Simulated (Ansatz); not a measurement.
# C3H7BFN: the cost of one run

Computed with Ansatz 0.2.0, driven from Python. Level of theory: MP2/def2-SVP.

### 1 Starting point

Bond lengths: C1–C2 1.463 Å, C2–N3 1.157 Å, N3–B4 1.487 Å, B4–C5 1.600 Å, C5–F6 1.382 Å, C1–H7 1.109 Å, C1–H8 1.109 Å, C1–H9 1.109 Å, B4–H10 1.192 Å, B4–H11 1.192 Å, C5–H12 1.110 Å, C5–H13 1.110 Å. Angles (14 of 20 angles, heavy atoms first): C1–C2–N3 180.0°, C2–N3–B4 180.0°, N3–B4–C5 109.8°, B4–C5–F6 109.6°, C2–C1–H7 109.5°, C2–C1–H8 109.5°, C2–C1–H9 109.5°, N3–B4–H10 109.3°, N3–B4–H11 109.3°, C5–B4–H10 109.6°, C5–B4–H11 109.6°, B4–C5–H12 109.8°, B4–C5–H13 109.8°, F6–C5–H12 109.2°.

The script holds or builds the structure itself.

### 2 The script

deck_c3h7bfn.py reads:

```python
# -*- coding: utf-8 -*-
import ansatz


def main():
    deck = {
        "crystal": {
            "periodic": [False, False, False],
            "atoms": [
                {"symbol": "C", "position_ang": [2.7425, -0.2326, -0.146]},
                {"symbol": "C", "position_ang": [1.3289, 0.0138, 0.1378]},
                {"symbol": "N", "position_ang": [0.2104, 0.2085, 0.3619]},
                {"symbol": "B", "position_ang": [-1.2267, 0.4587, 0.65]},
                {"symbol": "C", "position_ang": [-2.1315, -0.1909, -0.4992]},
                {"symbol": "F", "position_ang": [-3.4658, 0.0444, -0.2267]},
                {"symbol": "H", "position_ang": [3.3575, 0.1157, 0.7092]},
                {"symbol": "H", "position_ang": [3.0372, 0.319, -1.0624]},
                {"symbol": "H", "position_ang": [2.9047, -1.3192, -0.3001]},
                {"symbol": "H", "position_ang": [-1.5074, -0.0252, 1.7024]},
                {"symbol": "H", "position_ang": [-1.4203, 1.6338, 0.696]},
                {"symbol": "H", "position_ang": [-1.9553, -1.2861, -0.5424]},
                {"symbol": "H", "position_ang": [-1.8742, 0.2602, -1.4804]},
            ],
        },
        "basis": {"gaussian": {"orbitals": "def2-SVP"}},
        "correlation": {"method": "mp2"},
    }
    session = ansatz.Session.from_dict(deck)
    rep = session.plan(threads=1).execute().report

    print(f"E = {rep['free_energy_ev']:.6f} eV = {rep['free_energy_ev'] / 27.211386246:.7f} Ha")
    print("converged:", rep["converged"], " doubts:", rep["published_state_doubts"] or "none")
    symbols = ["C", "C", "N", "B", "C", "F", "H", "H", "H", "H", "H", "H", "H"]
    print("correlation energy", round(rep["free_energy_ev"] - rep["reference_energy_ev"], 5), "eV")
    cluster = rep["correlation"].get("coupled_cluster")
    if cluster:
        print("cycles", cluster["cycles"], " T1 diagnostic", round(cluster["t1_diagnostic"], 4), " largest double", round(cluster["largest_double"], 4))
    field = rep["mean_field"]
    print("<S^2> =", round(abs(field["state"]["spin_squared"]), 4), " all-electron relativity setting:", field["relativity"])
    print("passes:", field["passes"])
    if "symmetry" in field:
        print("occupied orbitals by irrep:", field["symmetry"]["occupied"])


if __name__ == "__main__":
    main()
```

### 3 The run

Run with:

```sh
$ python deck_c3h7bfn.py
```

What time and memory should one allow on 1 thread of Arm Neoverse V2, shared host?

About 2.5 s, with a peak of 0.25 GiB.
